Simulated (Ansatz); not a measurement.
Consider a ranking of polymorphs by energy of 2 structures of Lu (the Python package of Ansatz (0.2.0)).

`polymorphs_lu.py`:
```python
"""Polymorphs of Lu, after relaxing cells and atoms."""

import warnings

import ansatz
import numpy as np
import spglib

XC = "pbesol"
ECUT = 500
KSPACING = 0.27
SMEARING = "fermi_dirac"
SIGMA = 0.1

PHASES = {
    "Im-3m": (
        [(-1.95410711, 1.95410711, 1.95410711), (1.95410711, -1.95410711, 1.95410711), (1.95410711, 1.95410711, -1.95410711)],
        [
            ("Lu", (0.0, 0.0, 0.0)),
        ],
    ),
    "P6_3/mmc": (
        [(3.5031, 0.0, 0.0), (-1.75155, 3.03377359, 0.0), (0.0, 0.0, 5.5509)],
        [
            ("Lu", (1 / 3, 2 / 3, 0.25)),
            ("Lu", (2 / 3, 1 / 3, 0.75)),
        ],
    ),
}


def build(vectors, sites):
    crystal = ansatz.Crystal(lattice=ansatz.Lattice.of(vectors))
    for symbol, position in sites:
        crystal = crystal.atom(symbol, position)
    return crystal


def ground_state(name, crystal):
    calc = (
        crystal.calculation()
        .functional(XC)
        .basis(ECUT)
        .kpoints(spacing=KSPACING)
        .occupations(SMEARING, width=SIGMA)
        .stress()
        .band_table()
    )
    calc = calc.relax(force_tolerance=0.01, max_steps=40, cell=True)
    return calc.run()


def space_group(outcome):
    sites = outcome.report["lattice"]["sites"]
    kinds = sorted({site["symbol"] for site in sites})
    cell = (outcome.lattice.cell_ang, [site["position_frac"] for site in sites], [kinds.index(site["symbol"]) for site in sites])
    return spglib.get_spacegroup(cell, symprec=0.01)


def pressure_gpa(outcome):
    return float(np.trace(outcome.report["stress_gpa"]) / 3)

warnings.simplefilter("ignore", ansatz.DeckWarning)

phases = {name: build(*cell) for name, cell in PHASES.items()}

done = {}
for name, crystal in phases.items():
    try:
        done[name] = ground_state(name, crystal)
    except ansatz.NonConvergedError as error:
        print(name, "did not converge:", str(error)[:120])

energy = {name: o.report["energy_sigma0_ev"] / len(o.lattice.sites) for name, o in done.items()}
lowest = min(energy.values())
rows = [(name, len(o.lattice.sites), 1000 * (energy[name] - lowest), space_group(o), pressure_gpa(o)) for name, o in done.items()]
rows.sort(key=lambda row: row[2])
print("     phase       atoms  dE (meV/atom)  space group     P (GPa)")
for row in rows:
    print(f"{str(row[0]):>10}  {row[1]:10d}  {row[2]:13.1f}  {str(row[3]):>11}  {row[4]:10.2f}")
```

Which of these structures comes out lowest, and how far apart are they?

By space group at the end of each run: P6_3/mmc (+0 meV an atom, 27.6 Å³) and Im-3m (+148 meV an atom, 28.0 Å³).

The run itself:

Running `python polymorphs_lu.py` prints:
```text
     phase       atoms  dE (meV/atom)  space group     P (GPa)
  P6_3/mmc           2            0.0  P6_3/mmc (194)       -0.00
     Im-3m           1          148.2  Im-3m (229)        0.01
```

For the metals among these phases the mesh is modest: differences between phases can be off by up to 40 meV an atom. Pressure is positive in compression. The cells come from databases of deposited and of computed structures, and not all need be stable phases. The ranking holds among these structures alone, at zero temperature; the ground state may be another structure. Differences under about 40 meV an atom lie within the error of mesh and functional. Timing: 16 s on 1 thread of Intel(R) Xeon(R) 6975P-C (Granite Rapids), on a shared host, peak memory 0.49 GiB.

(Lines on the test bed's own set-up are left out of the output.)
